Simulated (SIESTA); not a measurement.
A run of SIESTA 5.4.2:

The input run.py:

```python
from ase.io import read
from ase.calculators.siesta import Siesta
from ase.units import Ry, GPa
from ase.optimize import LBFGS
from ase.filters import FrechetCellFilter

atoms = read("POSCAR")

fdf = {
    'SCFMustConverge': False,
    'OccupationFunction': 'FD',
    'ElectronicTemperature': '0.05 eV',
    'MaxSCFIterations': '120',
    'SCF.Mixer.Method': 'Pulay',
    'SCF.Mixer.Weight': '0.25',
    'SCF.Mixer.History': '8',
    'SCF.DM.Tolerance': '5.0e-05',
    'SCF.H.Tolerance': '1.0e-03 eV',
    'WriteForces': 'true',
    'Charge.Mulliken': 'end',
    'PAO.Basis': ['Sn.1 4', 'n=5 0 2', '  6.393 0.000', 'n=5 1 2', '  8.582 0.000', 'n=4 2 2', '  3.759 0.000', 'n=5 2 1', '  8.582', 'Se.2 4', 'n=4 0 2', '  5.119 0.000', 'n=4 1 2', '  6.695 0.000', 'n=3 2 2', '  2.657 0.000', 'n=4 2 1', '  6.695'],
}
calc = Siesta(
    label="SnSe2",
    command="siesta < PREFIX.fdf > PREFIX.out",
    pseudo_path="pseudos",
    pseudo_qualifier="",
    xc=('GGA', 'WC'),
    basis_set="DZP",
    mesh_cutoff=500 * Ry,
    energy_shift=0.003 * Ry,
    kpts=[6, 6, 4],
    spin="non-polarized",
    fdf_arguments=fdf,
)
atoms.calc = calc

opt = LBFGS(FrechetCellFilter(atoms), trajectory="relax.traj")
converged = opt.run(fmax=0.04, steps=40)
print("converged:", converged)
print("cell (A):", atoms.cell.cellpar().round(5))
print("scaled positions:")
print(atoms.get_scaled_positions().round(6))
print(f"energy = {atoms.get_potential_energy():.6f} eV")
free = atoms.get_potential_energy(force_consistent=True)
print(f"free energy = {free:.6f} eV")
print("forces (eV/A):")
print(atoms.get_forces(apply_constraint=False).round(6))
print("stress (GPa, Voigt order, tension positive):", (atoms.get_stress() / GPa).round(4))
```

Contents of POSCAR:

```
SnSe2
1.0
    3.8110000000      0.0000000000      0.0000000000
   -1.9055000000      3.3004228138      0.0000000000
    0.0000000000      0.0000000000      6.1360000000
Sn Se
1 2
Direct
    0.0000000000      0.0000000000      0.0000000000
    0.6666666667      0.3333333333      0.7510000000
    0.3333333333      0.6666666667      0.2490000000
```

Potentials or basis: PseudoDojo 0.4 standard (PBEsol files), DZP (energy shift 0.003 Ry; two zetas on semicore shells).

Run with:

```bash
$ python run.py
```

Hardware: 1 thread of Intel(R) Xeon(R) Platinum 8375C CPU @ 2.90GHz (Ice Lake) (shared host).

Question: Estimate the wall time of this run.

Answer: Wall time 2.7 min on 1 thread of Intel(R) Xeon(R) Platinum 8375C CPU @ 2.90GHz (Ice Lake), with other jobs on the host, peak memory 0.31 GiB. Counts: scf iterations 5, k points 89, bands 69, ion steps 4.
